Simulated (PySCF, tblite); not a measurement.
# C3H12OSi2: geometry, infrared bands and NMR shifts

What infrared bands and NMR shifts should C3H12OSi2 (`C[SiH2][C@@H](C)O[SiH3]`) show?

Computed with tblite 0.8.0 and PySCF 2.14.0, with density-fitted response routines of our own, on a single molecule in the gas phase. Atoms are numbered from 0 throughout.

**1. The starting structure**

18 atoms, charge 0, multiplicity 1; geometry from: force field or distance geometry start.

Bonds of the start (Å): C0–Si1 1.86, Si1–C2 1.89, C2–C3 1.53, C2–O4 1.38, O4–Si5 1.72, C0–H6 1.13, C0–H7 1.10, C0–H8 1.10, Si1–H9 1.45, Si1–H10 1.48, C2–H11 1.10, C3–H12 1.10, C3–H13 1.10, C3–H14 1.11, Si5–H15 1.46, Si5–H16 1.47, Si5–H17 1.48.

**2. Geometry optimisation with GFN2-xTB**

What the job is given:

```
{"job": {"kind": "relax", "xc": "GFN2-xTB", "basis": "xTB"}, "charge": 0, "multiplicity": 1}
C     -1.990000    -1.257700     0.195700
Si    -1.459900     0.438800    -0.341400
C      0.415800     0.580700    -0.542600
C      0.689700     2.080900    -0.464600
O      1.051900    -0.157300     0.435900
Si     2.019100    -1.376400    -0.298000
H     -3.113700    -1.282100     0.248000
H     -1.626400    -1.449400     1.214800
H     -1.700800    -2.062600    -0.494600
H     -2.108100     0.916300    -1.543600
H     -1.811100     1.360300     0.762200
H      0.673000     0.201700    -1.548100
H     -0.152000     2.568900    -0.986500
H      1.610000     2.304000    -1.026500
H      0.723400     2.379900     0.599400
H      3.384500    -1.321900     0.223300
H      1.947400    -1.221400    -1.757900
H      1.438500    -2.696300     0.048100
```

Run with:

```bash
> OMP_NUM_THREADS=1 python probes_run.py task.json out
```

This one command runs all jobs of the session in turn.

**Question.** This job is followed by: GFN2-xTB harmonic vibrations, gas phase; GIAO PBE0/pcSseg-1 NMR shielding, non-relativistic, gas phase. What will the session give for the following? strongest single infrared mode (GFN2-xTB); zero-point energy (GFN2-xTB); ¹³C shifts against TMS (PBE0/pcSseg-1); ¹H shifts against TMS (PBE0/pcSseg-1, means over atoms taken as alike); ²⁹Si shifts against TMS (PBE0/pcSseg-1); ¹⁷O shifts against H2O (PBE0/pcSseg-1).

**Answer**, as computed:

| quantity | value |
| --- | --- |
| strongest single infrared mode (GFN2-xTB) | 837 cm⁻¹, 529 km/mol |
| zero-point energy (GFN2-xTB) | 85.2 kcal/mol |
| ¹³C shifts against TMS (PBE0/pcSseg-1) | 66.0, 21.5, -8.5 ppm |
| ¹H shifts against TMS (PBE0/pcSseg-1, means over atoms taken as alike) | 4.95, 4.08, 3.95, 3.72, 1.47, 0.26 ppm |
| ²⁹Si shifts against TMS (PBE0/pcSseg-1) | -35.5, -42.7 ppm |
| ¹⁷O shifts against H2O (PBE0/pcSseg-1) | 22.1 ppm |

In words: The optimisation took 206 steps and gained 0.832 eV; among the close pairs (by a distance rule), O4–Si5 changed most, from 1.721 to 1.615 Å. No mode is imaginary among the 48: a minimum at this level. The strongest single mode, at 837 cm⁻¹, is spread over many atoms; the largest shares are those of H17, H16. GFN2-xTB is a fitted tight-binding method: band positions and strengths are rough. Its intensities can rank the bands wrongly. C2 (sp3 CH bonded to O and Si) lies farthest downfield among carbon, at 66.0 ppm; deshielded by the electronegative neighbour. At PBE0/pcSseg-1: The widest tensor belongs to Si5: span 133 ppm, with a paramagnetic part of -490 ppm.
